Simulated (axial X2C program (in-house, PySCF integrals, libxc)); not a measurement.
# All-electron X2C curves of ISc⁻

Aim: find the lowest determinant of ISc⁻, scan the bond at several levels and fit the constants, once spin-free and once with spin–orbit coupling.

The runs use an in-house X2C program for linear molecules on PySCF integrals; all-electron X2C, I dyall-acv3z, Sc dyall-acv3z.

All values are calculated.

**1. Set-up**

Input file task.json:

```json
{"zs": [53, 21], "q": -1, "bas": ["dyall-acv3z", "dyall-acv3z"], "levels": ["PBE0", "HF", "BHandHLYP"], "cc": true, "r0": 2.81, "thr": -1.0, "nmax": 90, "npts": 10, "nst": 2, "ntry": 6}
```

Keys: zs atomic numbers; q charge; bas basis sets; levels methods (HF also brings MP2); cc coupled cluster on or off; r0 starting distance in Å; thr threshold in hartree for freezing inner shells (an s shell follows its p shell); nmax most natural virtual spinors; npts points asked for on the curve; nst determinants followed; ntry starts of the search.

On the command line:

```sh
> python so2c.py task.json out
```

Spin-free means the one-electron spin-free X2C Hamiltonian; two-component (2c) means X2C with spin–orbit coupling and atomic mean-field two-electron Coulomb and Gaunt terms. Basis: I dyall-acv3z contracted to [12s13p9d5f1g], Sc dyall-acv3z contracted to [11s12p8d5f2g]; Gaussian nuclei, density fitting. Masses: I 126.904 u, Sc 44.956 u.

Notation: σ, π±, δ± give the projection m of an orbital's angular momentum (0, ±1, ±2), α and β its spin, Λ and M_S the sums; ω is the projection of a spinor's total angular momentum and Ω the sum. Logs are in hartree.

The results follow Hamiltonian by Hamiltonian and level by level.

**2. State search with PBE0**

Determinants are compared with PBE0 at 2.810 Å.

Spin-free determinants:

```csv
ΔE (eV),state,open shells
0.00,"M_S = 1/2, Λ = 2",beyond closed shells: δ+α
0.11,"M_S = 1/2, Λ = 1",beyond closed shells: π+α
0.22,"M_S = 1/2, Λ = 0",beyond closed shells: σα
0.72,"M_S = 3/2, Λ = 3","beyond closed shells: σα, π+α, δ+α"
0.79,"M_S = 3/2, Λ = 1","beyond closed shells: σα, π-α, δ+α"
1.22,"M_S = 1/2, Λ = 3","beyond closed shells: σα, π+β, δ+α"
1.22,"M_S = 1/2, Λ = 1","beyond closed shells: σα, π-β, δ+α"
```

Two-component determinants:

```json
{"ΔE (eV)": "0.00", "state": "Ω = 3/2", "open shells": "excess of +ω over −ω: ω = 3/2"}
{"ΔE (eV)": "0.02", "state": "Ω = 5/2", "open shells": "excess of +ω over −ω: ω = 5/2"}
{"ΔE (eV)": "0.10", "state": "Ω = 1/2", "open shells": "excess of +ω over −ω: ω = 1/2"}
{"ΔE (eV)": "0.65", "state": "Ω = 1/2", "open shells": "excess of +ω over −ω: 2 × ω = -1/2, ω = 3/2"}
{"ΔE (eV)": "0.74", "state": "Ω = 9/2", "open shells": "excess of +ω over −ω: ω = 1/2, ω = 3/2, ω = 5/2"}
{"ΔE (eV)": "0.79", "state": "Ω = 1/2", "open shells": "excess of +ω over −ω: ω = 1/2"}
{"ΔE (eV)": "1.18", "state": "Ω = 7/2", "open shells": "excess of +ω over −ω: ω = 1/2, 2 × ω = 3/2"}
```

**3. PBE0, spin-free**

State followed: M_S = 1/2, Λ = 2 (beyond closed shells: δ+α). The scan is laid around 2.860 Å, a first estimate of the minimum, and this SCF restarts from the orbitals of the search.

The SCF at the reference distance of 2.860 Å:

```text
spin-free X2C-1e  PBE0
basis functions 280  fitting functions 1426  grid points 5802
iter        total energy     max residual
   1      -7876.580665782     2.53e+00
   2      -7879.453464281     4.60e-02
   3      -7879.396555784     8.78e-02
   4      -7879.499444950     7.31e-03
   5      -7879.501290127     4.44e-03
   6      -7879.501604637     1.29e-03
   7      -7879.501646703     2.76e-04
   8      -7879.501653485     1.94e-04
   9      -7879.501655252     6.87e-05
  10      -7879.501656089     5.54e-05
  11      -7879.501656545     3.21e-05
  12      -7879.501656864     1.51e-05
  13      -7879.501656924     2.51e-06
  14      -7879.501656927     5.16e-07
  15      -7879.501656927     2.61e-07
converged
one-electron -11225.20265527  Coulomb 3361.94936958  exact exchange -54.70634209  xc functional -167.47707662  nuclear repulsion 205.93504747
```

Along the bond, energies from the lowest point:

| R (Å) | E (eV) | μ (D) | HOMO (eV) | LUMO (eV) | iterations |
| --- | --- | --- | --- | --- | --- |
| 2.603 | 0.1702 | -7.98 | 0.16 | 1.65 | 16 |
| 2.688 | 0.0629 | -7.75 | 0.11 | 1.66 | 16 |
| 2.774 | 0.0111 | -7.48 | 0.05 | 1.66 | 17 |
| 2.860 | 0.0000 | -7.18 | 0.00 | 1.67 | 15 |
| 2.960 | 0.0229 | -6.80 | -0.08 | 1.67 | 16 |
| 3.060 | 0.0720 | -6.40 | -0.16 | 1.67 | 16 |
| 3.189 | 0.1580 | -5.84 | -0.26 | 1.67 | 15 |

Dipoles are positive if Sc is the positive end and refer to the centre of mass.

Outer orbitals at the reference distance:

| symmetry | occupied | ε (eV) | atomic character |
| --- | --- | --- | --- |
| π+α | yes | -31.96 | 100% Sc p |
| σα | yes | -31.59 | 99% Sc p |
| π-α | yes | -31.29 | 100% Sc p |
| σβ | yes | -31.20 | 99% Sc p |
| π-β | yes | -30.28 | 100% Sc p |
| π+β | yes | -30.28 | 100% Sc p |
| σβ | yes | -14.20 | 78% I s, 7% Sc d, 6% Sc p |
| σα | yes | -14.18 | 78% I s, 7% Sc d, 6% Sc p |
| σα | yes | -4.09 | 80% I p, 7% Sc s, 6% Sc d |
| σβ | yes | -4.08 | 80% I p, 6% Sc s, 6% Sc d |
| π-β | yes | -3.33 | 83% I p, 6% Sc d, 4% Sc f |
| π+β | yes | -3.33 | 83% I p, 6% Sc d, 4% Sc f |
| π+α | yes | -3.33 | 82% I p, 7% Sc d, 4% Sc f |
| π-α | yes | -3.32 | 83% I p, 7% Sc d, 4% Sc f |
| σα | yes | -0.30 | 63% Sc s, 16% Sc d, 8% Sc p |
| δ+α | yes | -0.19 | 99% Sc d |
| σβ | yes | 0.00 | 65% Sc s, 23% Sc p, 6% I p |
| σβ | no | 1.67 | 95% Sc p, 3% Sc s |
| π+β | no | 1.69 | 99% Sc p |
| π-β | no | 1.69 | 99% Sc p |
| π+α | no | 1.74 | 99% Sc p |

PBE0 fields in the half plane through the axis: z from -2.4 to 5.1 Å across, distance from the axis 0.15 to 2.25 Å upwards; I lies at z = 0 and Sc at z = 2.860 Å; the ELF is damped to zero where the density is low.

log10 density (e/bohr³). Ten even steps from ' ' (-4.02 ) to '@' (1.84 ):
```
      ......::::::::::::......::::::::::::::::......
    ....::::::::--::::::::::::::::::::::::::::::::..
  ....::::----------------::::::----------::::::::::
....::::----==========----------------------::::::::
..::::----======++========------========------::::::
..::::--====++++++++++======--==++++++++==----::::::
..::----==++++######++++======++********++------::::
..::--====++**%%@@%%**++======++**%%%%**++==----::::
```

ELF. Ten even steps from ' ' (0.00 ) to '@' (0.99 ):
```
        ..::--------::..      ::==**##%%%%@@@@@@%%##
    ..::--==++++++++==--..    ::==**####%%%%@@@@@@%%
    ::--++**########**++--..  ..::====++**%%@@@@@@@@
  ..--++**##%%%%%%####**++::    ..::::::::==##@@@@@@
  ::==**##%%####****####**--    ..----..  ..==%%@@@@
..--++######++::::::==####==    ==####==..  ..##@@@@
..--++####++::++##**::++##++  --%%%%##%%++    ++@@@@
..==**####====**##**--==##++..##%%++**%%%%..  ==@@@@
```

Re = 2.846 Å, ωe = 184.2 cm⁻¹, ωexe = 0.854 cm⁻¹, Be = 0.06271 cm⁻¹, De = 1.36 eV, μ = -7.23 D. ⟨S²⟩ = 0.91 against 0.75 for a pure state, so this determinant mixes spins.

**4. HF, spin-free**

Output at 2.860 Å:

```text
spin-free X2C-1e  HF
basis functions 280  fitting functions 1426  grid points 5802
iter        total energy     max residual
   1      -7876.143606587     2.39e-01
   2      -7876.173729876     1.09e-02
   3      -7876.175983944     3.88e-03
   4      -7876.176533930     3.64e-03
   5      -7876.176815584     2.07e-03
   6      -7876.176941830     6.78e-04
   7      -7876.176973651     2.63e-04
   8      -7876.176978435     1.54e-04
   9      -7876.176980276     1.21e-04
  10      -7876.176981882     8.02e-05
  11      -7876.176983120     5.28e-05
  12      -7876.176984294     1.99e-05
  13      -7876.176984488     8.24e-06
  14      -7876.176984529     5.66e-06
  15      -7876.176984553     2.71e-06
  16      -7876.176984560     9.68e-07
  17      -7876.176984561     4.19e-07
converged
one-electron -11223.15282894  Coulomb 3359.94242850  exact exchange -218.90163159  xc functional 0.00000000  nuclear repulsion 205.93504747
```

No constants are quoted: too few points lie around the minimum for a second fit to confirm the first.

**5. BHandHLYP, spin-free**

The SCF at the reference distance of 2.860 Å:

```text
spin-free X2C-1e  BHandHLYP
basis functions 280  fitting functions 1426  grid points 5802
iter        total energy     max residual
   1      -7880.023643187     8.87e-02
   2      -7880.026824280     3.79e-03
   3      -7880.027155171     2.57e-03
   4      -7880.027309229     1.33e-03
   5      -7880.027410626     1.03e-03
   6      -7880.027518847     7.27e-04
   7      -7880.027595146     3.79e-04
   8      -7880.027627048     2.18e-04
   9      -7880.027633952     7.43e-05
  10      -7880.027634944     1.84e-05
  11      -7880.027634998     4.64e-06
  12      -7880.027635002     1.05e-06
  13      -7880.027635002     4.50e-07
converged
one-electron -11225.21897141  Coulomb 3361.98793874  exact exchange -109.43133767  xc functional -113.30031213  nuclear repulsion 205.93504747
```

Re = 2.914 Å, ωe = 170.8 cm⁻¹, ωexe = 0.891 cm⁻¹, Be = 0.05981 cm⁻¹, De = 1.07 eV, μ = -6.70 D.

**6. Correlated methods, spin-free**

Correlated methods: 11 electrons correlated (frozen shells, counted by type: I 4 s, 3 p, 2 d; Sc 3 s, 2 p), 399 virtual spinors in MP2, 90 natural virtuals in coupled cluster.

Output of the correlated part at 2.860 Å:

```text
correlated 11  virtual 399  natural virtual 90  E(MP2) -0.189239327  MP2 remainder -0.011773234
iter   CCSD correlation   residual
   1     -0.194338061   1.58e-01
   2     -0.203363968   8.00e-02
   3     -0.204450255   3.50e-02
   4     -0.204906096   1.65e-02
   5     -0.205076804   6.53e-03
   6     -0.205122681   2.73e-03
   7     -0.205145923   1.21e-03
   8     -0.205147762   5.09e-04
   9     -0.205144500   2.41e-04
  10     -0.205144950   1.05e-04
  11     -0.205144895   4.32e-05
  12     -0.205145221   1.76e-05
  13     -0.205145281   8.38e-06
  14     -0.205145358   4.34e-06
  15     -0.205145393   2.20e-06
  16     -0.205145408   1.12e-06
(T) -0.008985509  T1 0.0513  D1 0.1525  max T2 0.167
```

T1 in the output is the amplitude norm over the root of the electron number; divide by √2 for the Lee–Taylor value.

MP2: No constants are quoted: the reference is strongly spin-contaminated.

CCSD: Re = 2.935 Å, ωe = 174.0 cm⁻¹, ωexe = 0.827 cm⁻¹, Be = 0.05895 cm⁻¹, De = 1.31 eV. T1 at Re = 0.035 (Lee–Taylor, the printed value over √2).

CCSD(T): Re = 2.928 Å, ωe = 175.2 cm⁻¹, ωexe = 0.811 cm⁻¹, Be = 0.05923 cm⁻¹, De = 1.33 eV. T1 at Re = 0.035 (Lee–Taylor, the printed value over √2).

**7. A higher determinant, spin-free**

State: M_S = 1/2, Λ = 1 (beyond closed shells: π+α).

Output at the reference distance:

```text
spin-free X2C-1e  PBE0
basis functions 280  fitting functions 1426  grid points 5802
iter        total energy     max residual
   1      -7876.555394340     2.53e+00
   2      -7879.449110470     3.42e-02
   3      -7879.150752935     6.11e-02
   4      -7879.464350233     3.69e-02
   5      -7879.491932393     1.35e-02
   6      -7879.497723164     2.05e-03
   7      -7879.497861630     5.20e-04
   8      -7879.497884768     4.47e-04
   9      -7879.497896020     2.41e-04
  10      -7879.497899193     7.78e-05
  11      -7879.497899700     5.15e-05
  12      -7879.497899883     2.51e-05
  13      -7879.497900022     1.57e-05
  14      -7879.497900068     8.55e-06
  15      -7879.497900088     4.97e-06
  16      -7879.497900095     1.23e-06
  17      -7879.497900095     1.88e-07
converged
one-electron -11225.34981091  Coulomb 3362.08975789  exact exchange -54.70272125  xc functional -167.47017329  nuclear repulsion 205.93504747
```

| R (Å) | E above the lowest PBE0 point (eV) |
| --- | --- |
| 2.603 | 0.284 |
| 2.688 | 0.174 |
| 2.774 | 0.119 |
| 2.860 | 0.102 |
| 2.960 | 0.118 |
| 3.060 | 0.159 |
| 3.189 | 0.234 |

Re = 2.862 Å, ωe = 175.4 cm⁻¹, ωexe = 0.884 cm⁻¹, Be = 0.06199 cm⁻¹, μ = -6.38 D. Te = 0.10 eV.

**8. The spin-free curves together**

Energy (eV) of the followed determinant, spin-free, from each level's lowest point:

| R (Å) | PBE0 | HF | MP2 (spin-contaminated) | CCSD | CCSD(T) | BHandHLYP |
| --- | --- | --- | --- | --- | --- | --- |
| 2.603 | 0.170 | 0.421 | 0.329 | 0.320 | 0.306 | 0.262 |
| 2.688 | 0.063 | 0.227 | 0.162 | 0.155 | 0.146 | 0.120 |
| 2.774 | 0.011 | 0.104 | 0.062 | 0.058 | 0.052 | 0.038 |
| 2.860 | 0.000 | 0.033 | 0.012 | 0.010 | 0.008 | 0.002 |
| 2.960 | 0.023 | 0.000 | 0.000 | 0.000 | 0.000 | 0.000 |
| 3.060 | 0.072 | 0.003 | 0.022 | 0.024 | 0.026 | 0.028 |
| 3.189 | 0.158 | 0.043 | 0.083 | 0.085 | 0.090 | 0.091 |

(Part 1 of 2 ends here.)
